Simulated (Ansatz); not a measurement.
# MnPt3: the cost of one run

Computed with Ansatz 0.2.0 (DFT LDA, scalar-relativistic, plane waves, PAW, unless a step's input says otherwise).

1 further run of the same task is left out (set aside as unsound or not needed).

## (1) Starting point

It takes space group Pm-3m (No. 221, cubic). The conventional cell has a = 3.897 Å, b = 3.897 Å, c = 3.897 Å, α = 90.00°, β = 90.00°, γ = 90.00°. Mn (site symmetry m-3m) is surrounded by 12 Pt at 2.76 Å. Pt (site symmetry 4/mmm) has 4 Mn at 2.76 Å and 8 Pt at 2.76 Å as nearest neighbours.

As a file:

```xyz
4
Lattice="3.8970 0.0000 0.0000 0.0000 3.8970 0.0000 0.0000 0.0000 3.8970" Properties=species:S:1:pos:R:3 pbc="T T T"
Mn    0.0000    0.0000    0.0000
Pt    0.0000    1.9485    1.9485
Pt    1.9485    0.0000    1.9485
Pt    1.9485    1.9485    0.0000
```

The cell is the deposited one, not relaxed. An earlier run on this cell at LDA gave -10.36 GPa at 14.796 Å³/atom (10×10×10 mesh), a metal on this mesh, moments in the atoms' spheres Mn 3.65; Pt 0.15 μB. The cell is stretched at this level.

## (2) Flat spin spiral, q = 0 Γ

Contents of input.yaml:

```yaml
crystal:
  lattice:
    - [3.8969996648, 0.0, 0.0]
    - [0.0, 3.8969996648, 0.0]
    - [0.0, 0.0, 3.8969996648]
  atoms:
    - { symbol: Mn, position: [0.0, 0.0, 0.0], spin: 4.02, spin_axis: [1.0, 0.0, 0.0] }
    - { symbol: Pt, position: [0.0, 0.5, 0.5] }
    - { symbol: Pt, position: [0.5, 0.0, 0.5] }
    - { symbol: Pt, position: [0.5, 0.5, 0.0] }
basis:
  ecutwfc: 420
  ecutrho_ratio: 4
kpoints:
  mp_grid: { grid: [10, 10, 10] }
hamiltonian:
  xc: lda
scf:
  occupations: { method: gaussian, width: 0.05 }
output:
  forces: true
  stress: false
  eigenvalues: true
  populations: true
magnetization:
  noncollinear: true
  spin_orbit: false
  spin_spiral: { q: [0, 0, 0] }
```

Command:

```
$ ansatz run input.yaml --threads 4 --pin off --max-ram 9216MiB --backend cpu --events-out ev --progress --plain --runs-dir out
```

**Question.** How long does this run take on 4 threads of Arm Neoverse V1, shared host, and how much memory does it need?

About 45 s, with a peak of 0.85 GiB.
